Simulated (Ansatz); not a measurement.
# C2H3FSi: ionisation energy by level of theory

Aim: the vertical ionisation energy of C2H3FSi, as cation minus neutral at the neutral's geometry, on several levels, and how well −ε(HOMO) stands in for it.

Computed with Ansatz 0.2.0, Gaussian basis. Level: unrestricted cation, the program's frozen cores in correlated methods.

Plan: UKS PBE-D4/def2-TZVPP; UKS r2SCAN-D4/def2-TZVPP; UKS PBE0-D4/def2-TZVPP; UKS B3LYP-D4/def2-TZVPP; UKS wB97X-V/def2-TZVPP; UKS wB97M-V/def2-TZVPP; UKS B2PLYP/def2-TZVPP; UHF-CCSD(T)/def2-TZVPP; UHF-MP2/def2-QZVPP; extrapolation to the limit; then −ε(HOMO) from the neutral's earlier runs with LDA (SPW92), PBE-D4, revPBE-D4, BLYP-D4, r2SCAN-D4, B97M-V, PBE0-D4, B3LYP-D4, r2SCANh-D4, r2SCAN0-D4, HSE06-D4, BHLYP-D4, CAM-B3LYP-D4, LC-ωPBE, ωB97X-V, ωB97M-V.

## 1. The relaxed structure

The geometry comes from an earlier relaxation with PBE0-D4 in a triple-zeta def2 set; it is a stationary point, not always the lowest conformer.

SMILES `F[SiH]1C=C1`, 7 atoms, charge 0, spin multiplicity 1.

Atoms are counted from 1 here; the program's logs count them from 0.

Bond lengths: F1–Si2 1.595 Å, Si2–C3 1.780 Å, Si2–C4 1.780 Å, Si2–H5 1.472 Å, C3–C4 1.347 Å, C3–H6 1.084 Å, C4–H7 1.084 Å. Angles: F1–Si2–C3 122.3°, F1–Si2–C4 122.3°, F1–Si2–H5 105.7°, C3–Si2–C4 44.5°, C3–Si2–H5 125.7°, C4–Si2–H5 125.7°, Si2–C3–C4 67.8°, Si2–C3–H6 158.3°, C4–C3–H6 133.9°, Si2–C4–C3 67.8°, Si2–C4–H7 158.3°, C3–C4–H7 133.9°.

## 2. Cation, UKS PBE-D4/def2-TZVPP

The input, in.yaml:

```yaml
crystal:
  periodic: [false, false, false]
  atoms:
    - {symbol: F, position_ang: [-1.834760, -1.249659, 0.027483]}
    - {symbol: Si, position_ang: [-0.739719, -0.201894, -0.470201]}
    - {symbol: C, position_ang: [0.317130, 0.677847, 0.660762]}
    - {symbol: C, position_ang: [0.969318, -0.309471, 0.017207]}
    - {symbol: H, position_ang: [-1.235951, 0.309836, -1.758114]}
    - {symbol: H, position_ang: [0.602623, 1.397176, 1.419423]}
    - {symbol: H, position_ang: [1.982559, -0.691836, 0.057740]}
basis:
  gaussian: {orbitals: def2-TZVPP}
total_charge: 1
magnetization: {spin_polarized: true, initial_magnetization: 1}
hamiltonian: {xc: pbe, dispersion: d4}
```

Run with:

```
$ ansatz run in.yaml --threads 2 --pin off --events-out ev --progress --plain --max-ram 4352MiB
```

The runs that follow: Cation, UKS r2SCAN-D4/def2-TZVPP; Cation, UKS PBE0-D4/def2-TZVPP; Cation, UKS B3LYP-D4/def2-TZVPP; Cation, UKS wB97X-V/def2-TZVPP; Cation, UKS wB97M-V/def2-TZVPP; Cation, UKS B2PLYP (frozen core)/def2-TZVPP; Cation, UHF-CCSD(T)/def2-TZVPP; Cation, UHF-MP2/def2-QZVPP.

**Question.** What will the summary of the whole plan be? Wanted: ionisation energy, CCSD(T)/CBS; nearest functional by difference; nearest −ε(HOMO); −ε(HOMO) of PBE; T1 of the cation.

The runs gave:

| quantity | value |
| --- | --- |
| ionisation energy, CCSD(T)/CBS | 10.30 eV |
| nearest functional by difference | ωB97X-V (-0.12 eV) |
| nearest −ε(HOMO) | LC-ωPBE (+0.14 eV) |
| −ε(HOMO) of PBE | 6.50 eV |
| T1 of the cation | 0.057 |

**Reading.** Energy differences with functionals land within 0.34 eV of the reference. −ε(HOMO) of PBE misses by 3.8 eV, since self-interaction lifts the level. Among orbital estimates LC-ωPBE comes nearest. Hartree-Fock falls 0.81 eV short, as the neutral has more correlation energy than the cation. The cation's T1 (from the report) is 0.057, above the customary mark of 0.045 for open shells, so the coupled-cluster value is less safe.
